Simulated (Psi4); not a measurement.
**SnClF (SMILES [F][Sn][Cl]): MP2/def2-TZVP (density fitting with def2-universal-jkfit, core potential, density fitting for correlation, sweep point 3)**

Aim: the vertical ionisation energy of SnClF at MP2/def2-TZVP (density fitting with def2-universal-jkfit, core potential, density fitting for correlation, sweep point 3), from 2 runs. The job is set up through a Python script.

The calculation is run with Psi4 1.11.

2 further runs of the same task are left out: 2 set aside as unsound or not needed.

### 1 The molecule

SnClF has 3 atoms, charge 0, and is taken as a singlet. SMILES: `[F][Sn][Cl]`. The shape is that of a PBE0-D4/def2-TZVP optimisation.

Bond lengths: F1–Sn2 1.935 Å, Sn2–Cl3 2.360 Å. Angles: F1–Sn2–Cl3 96.9°.

### 2 The energy at MP2/def2-TZVP (density fitting with def2-universal-jkfit, core potential, density fitting for correlation, sweep point 3)

Contents of run.py:

```python
import psi4

psi4.set_memory(1600000000)
psi4.set_num_threads(1)
psi4.core.set_output_file('clfsn.out', False)

m = psi4.geometry("""
0 1
F     -1.389600     0.223100    -0.744400
Sn     0.164300     0.898100     0.190700
Cl     1.214300    -1.186000     0.540500
units angstrom
symmetry c1
""")

psi4.set_options({
    'basis': 'def2-TZVP',
    'puream': True,
    'scf_type': 'df',
    'num_frozen_docc': 10,
    'df_basis_scf': 'def2-universal-jkfit',
})

energy_value, wavefunction = psi4.energy("mp2", return_wfn=True)
print(f'mp2 energy: {energy_value:.10f} Eh')
```

Run with:

```console
$ python run.py
```

clfsn.out:

```text
[...]
    !!!  WARNING: ECP capability is in beta. Please check occupations closely.  !!!
[...]
  Running in c1 symmetry.
[...]
  Nuclear repulsion =  163.101645758871712
[...]
  Multiplicity = 1
[...]
  Nalpha       = 24
  Nbeta        = 24
[...]
    Number of basis functions: 118
[...]
 WARNING: Atomic UHF is not converging! Try casting from a smaller basis or call Rob at CCMST.
   -------------------------
[...]
   @DF-RHF iter   1:  -772.34217734516005   -1.83873e+00   4.68886e-03 ADIIS/DIIS
[...]
   @DF-RHF iter  12:  -772.45110527503243   -6.13909e-12   5.81297e-09 DIIS
[...]
    Orbital Energies [Eh]
    ---------------------
    Doubly Occupied:
       1A   -104.812119     2A    -26.236663     3A    -10.541051
       4A     -8.007413     5A     -8.006717     6A     -8.006585
       7A     -5.915762     8A     -4.108030     9A     -4.101895
      10A     -4.098814    11A     -1.525855    12A     -1.375686
      13A     -1.372571    14A     -1.369036    15A     -1.362652
      16A     -1.354879    17A     -1.062362    18A     -0.673604
      19A     -0.603551    20A     -0.597425    21A     -0.540773
      22A     -0.458741    23A     -0.456866    24A     -0.392883
[...]
  @DF-RHF Final Energy:  -772.45110527503243
   => Energetics <=
    Nuclear Repulsion Energy =            163.1016457588717117
    One-Electron Energy =               -1477.1416406395735521
    Two-Electron Energy =                 541.5888896056694648
    Total Energy =                       -772.4511052750324325
[...]
 Multipole Moments:
 ------------------------------------------------------------------------------------
     Multipole            Electronic (a.u.)      Nuclear  (a.u.)        Total (a.u.)
 ------------------------------------------------------------------------------------
 L = 1.  Multiply by 2.5417464519 to convert [e a0] to [Debye]
 Dipole X            :         -1.6827042            2.2437521            0.5610479
 Dipole Y            :         35.2355610          -33.8806926            1.3548684
 Dipole Z            :         -0.0000007            0.0000000           -0.0000007
 Magnitude           :                                                    1.4664389
[...]
```

Standard output:

```text
mp2 energy: -773.1892261044 Eh
```

Wall time 2.8 s (1 thread of Intel Xeon Platinum 8488C (Sapphire Rapids), shared host); peak memory 0.24 GiB.

### 3 The doublet cation

Contents of job.py:

```python
import psi4

psi4.set_memory('1600 MB')
psi4.set_num_threads(1)
psi4.set_output_file('output.dat', False)

m = psi4.geometry("""
1 2
F     -1.389600     0.223100    -0.744400
Sn     0.164300     0.898100     0.190700
Cl     1.214300    -1.186000     0.540500
symmetry c1
""")

options = {'basis': 'def2-TZVP', 'reference': 'uhf', 'puream': True, 'scf_type': 'df', 'num_frozen_docc': 10, 'df_basis_scf': 'def2-universal-jkfit', 'maxiter': 150}
psi4.set_options(options)

e_tot = psi4.energy("mp2", molecule=m)
print(f'mp2 energy: {e_tot:.10f} Eh')
```

Run with:

```console
$ python job.py
```

output.dat:

```text
[...]
    !!!  WARNING: ECP capability is in beta. Please check occupations closely.  !!!
[...]
  Running in c1 symmetry.
[...]
  Nuclear repulsion =  163.101645758871712
[...]
  Multiplicity = 2
[...]
  Nalpha       = 24
  Nbeta        = 23
[...]
    Number of basis functions: 118
[...]
 WARNING: Atomic UHF is not converging! Try casting from a smaller basis or call Rob at CCMST.
   -------------------------
[...]
   @DF-UHF iter   1:  -771.97241759528811   -1.46897e+00   4.27495e-03 ADIIS/DIIS
[...]
   @DF-UHF iter  22:  -772.08876091399236   -1.36424e-11   5.60849e-09 DIIS
[...]
   @S^2 Observed:                8.045378040E-01
[...]
    Orbital Energies [Eh]
    ---------------------
    Alpha Occupied:
       1A   -105.093885     2A    -26.471891     3A    -10.819093
       4A     -8.296095     5A     -8.282359     6A     -8.282108
       7A     -6.201336     8A     -4.393355     9A     -4.388482
      10A     -4.382568    11A     -1.761149    12A     -1.661278
      13A     -1.657239    14A     -1.653318    15A     -1.647919
      16A     -1.631020    17A     -1.340095    18A     -0.920068
      19A     -0.832525    20A     -0.819892    21A     -0.803788
      22A     -0.710279    23A     -0.709266    24A     -0.690172
    Alpha Virtual:
      25A     -0.241233    26A     -0.157149    27A     -0.125544
[...]
  @DF-UHF Final Energy:  -772.08876091399236
   => Energetics <=
    Nuclear Repulsion Energy =            163.1016457588717117
    One-Electron Energy =               -1464.5102488250277020
    Two-Electron Energy =                 529.3198421521636874
    Total Energy =                       -772.0887609139923597
  UHF NO Occupations:
  HONO-2 :   22  A 1.9984580
  HONO-1 :   23  A 1.9755977
[...]
 Multipole Moments:
 ------------------------------------------------------------------------------------
     Multipole            Electronic (a.u.)      Nuclear  (a.u.)        Total (a.u.)
 ------------------------------------------------------------------------------------
 L = 1.  Multiply by 2.5417464519 to convert [e a0] to [Debye]
 Dipole X            :         -1.1461643            2.2437521            1.0975878
 Dipole Y            :         35.1656040          -33.8806926            1.2849114
 Dipole Z            :          0.0000007            0.0000000            0.0000007
 Magnitude           :                                                    1.6898805
[...]
```

Standard output:

```text
mp2 energy: -772.7934925934 Eh
```

Run time: 3.6 s. Hardware: 1 thread of Intel Xeon Platinum 8488C (Sapphire Rapids), shared host; peak memory 0.25 GiB.

### 4 What came out

At MP2/def2-TZVP (density fitting with def2-universal-jkfit, core potential, density fitting for correlation, sweep point 3), 10 core orbitals frozen:

```
                                                                  quantity          value
                                               singlet SnClF: total energy  -773.18923 Eh
                        singlet SnClF: HOMO energy (Hartree–Fock orbitals)      -10.69 eV
                        singlet SnClF: LUMO energy (Hartree–Fock orbitals)       -0.30 eV
                      singlet SnClF: HOMO–LUMO gap (Hartree–Fock orbitals)       10.39 eV
               singlet SnClF: correlation energy (10 core orbitals frozen)     -738.1 mEh
                                              doublet cation: total energy  -772.79349 Eh
doublet cation: HOMO energy (Hartree–Fock orbitals) (highest over α and β)      -18.74 eV
 doublet cation: LUMO energy (Hartree–Fock orbitals) (lowest over α and β)       -9.03 eV
              doublet cation: correlation energy (10 core orbitals frozen)     -704.7 mEh
                         doublet cation: ⟨S²⟩ of the reference determinant          0.805
                        vertical ionisation energy (to the doublet cation)      10.768 eV
```

What this shows: Removing an electron at fixed nuclei costs 10.77 eV (248 kcal/mol).
